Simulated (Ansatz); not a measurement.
# GeP2: the cost of one run

Program: Ansatz 0.2.0, Gaussian basis. Level of theory: cc-pVTZ, core rule «outside noble gas», up to 24 orbitals frozen. These are calculated values, not measurements.

Plan: UHF; CCSD(T) on ROHF; CCSD(T) on UHF; BCCD(T) on ROHF; CCSDT(Q) on ROHF; CCSDT(Q) on UHF; CASSCF and NEVPT2, 14 electrons in 12 orbitals.

5 further runs of the same task are left out: 1 for a known fault of the program, 4 set aside as unsound or not needed.

### Step 1. The geometry

The geometry is a PBE0/def2-TZVP stationary point (not a proven minimum). No spin-orbit coupling is included. The filled d shell of Ge may be among the frozen orbitals whatever the setting's name suggests; the logs give the count.

3 atoms, charge 0, spin multiplicity 3.

Atoms are counted from 1 here; the program's logs count them from 0.

Bond lengths: Ge1–P2 2.182 Å, P2–P3 1.952 Å. Angles: Ge1–P2–P3 180.0°.

### Step 2. UHF

Input file in.yaml:

```yaml
crystal:
  periodic: [false, false, false]
  atoms:
    - {symbol: Ge, position_ang: [0.000000, 0.000000, 2.105092]}
    - {symbol: P, position_ang: [0.000000, 0.000000, -0.076447]}
    - {symbol: P, position_ang: [0.000000, 0.000000, -2.028645]}
basis:
  gaussian: {orbitals: cc-pVTZ}
magnetization: {spin_polarized: true, initial_magnetization: 2}
hamiltonian: {xc: hf}
output: {orbitals: {seedname: orbitals}}
```

Run with:

```sh
$ ansatz run in.yaml --threads 1 --pin off --events-out ev --progress --plain --max-ram 4096MiB --backend cpu
```

Q: Estimate wall time and peak memory on 1 thread of AMD EPYC 7R13, shared host.

About 5.5 s, with a peak of 0.26 GiB.
